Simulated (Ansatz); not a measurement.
# Cl4FGeH: the cost of one run

Method: RKS LDA/def2-SVP, in Ansatz 0.2.0.

## (1) Starting point

Bond lengths: Ge1–F2 2.030 Å, Ge1–Cl3 2.220 Å, Ge1–Cl4 2.218 Å, Ge1–Cl5 2.218 Å, Ge1–Cl6 2.520 Å. Angles: F2–Ge1–Cl3 109.5°, F2–Ge1–Cl4 109.5°, F2–Ge1–Cl5 109.5°, F2–Ge1–Cl6 71.6°, Cl3–Ge1–Cl4 109.5°, Cl3–Ge1–Cl5 109.5°, Cl3–Ge1–Cl6 178.9°, Cl4–Ge1–Cl5 109.5°, Cl4–Ge1–Cl6 70.0°, Cl5–Ge1–Cl6 70.0°.

Coordinates:

```xyz
7

Ge    0.0000    0.0000    0.0000
F     0.0000    0.0000    2.0300
Cl    2.0935    0.0000   -0.7393
Cl   -1.0456    1.8115   -0.7393
Cl   -1.0456   -1.8115   -0.7393
Cl   -2.3914    0.0000    0.7946
H    -1.1996    0.0000    1.9150
```

## (2) Pulling towards end A

Springs on the bonds that form and break draw the guess towards this end; the thresholds are loose.

input.yaml

```yaml
crystal:
  periodic: [false, false, false]
  atoms:
    - { symbol: Ge, position_ang: [0.0, 0.0, 0.0] }
    - { symbol: F, position_ang: [0.0, 0.0, 2.03] }
    - { symbol: Cl, position_ang: [2.0935, 0.0, -0.7393] }
    - { symbol: Cl, position_ang: [-1.0456, 1.8115, -0.7393] }
    - { symbol: Cl, position_ang: [-1.0456, -1.8115, -0.7393] }
    - { symbol: Cl, position_ang: [-2.3914, 0.0, 0.7946] }
    - { symbol: H, position_ang: [-1.1996, 0.0, 1.915] }
basis:
  gaussian: { orbitals: def2-SVP }
hamiltonian:
  xc: lda
relax:
  f_tol: 0.15
  max_steps: 25
  restrain:
    - { distance: [0, 5], at: 3.42, k: 30.0 }
    - { distance: [6, 1], at: 2.12, k: 30.0 }
    - { distance: [0, 1], at: 1.68, k: 30.0 }
    - { distance: [6, 5], at: 1.37, k: 30.0 }
```

The run is started by

```sh
> ansatz run input.yaml --threads 4 --pin off --max-ram 5120MiB --backend cpu --events-out ev --progress --plain --runs-dir out
```

What time and memory should one allow on 4 threads of Arm Neoverse V2, shared host?

About 7.3 s, with a peak of 0.2 GiB.
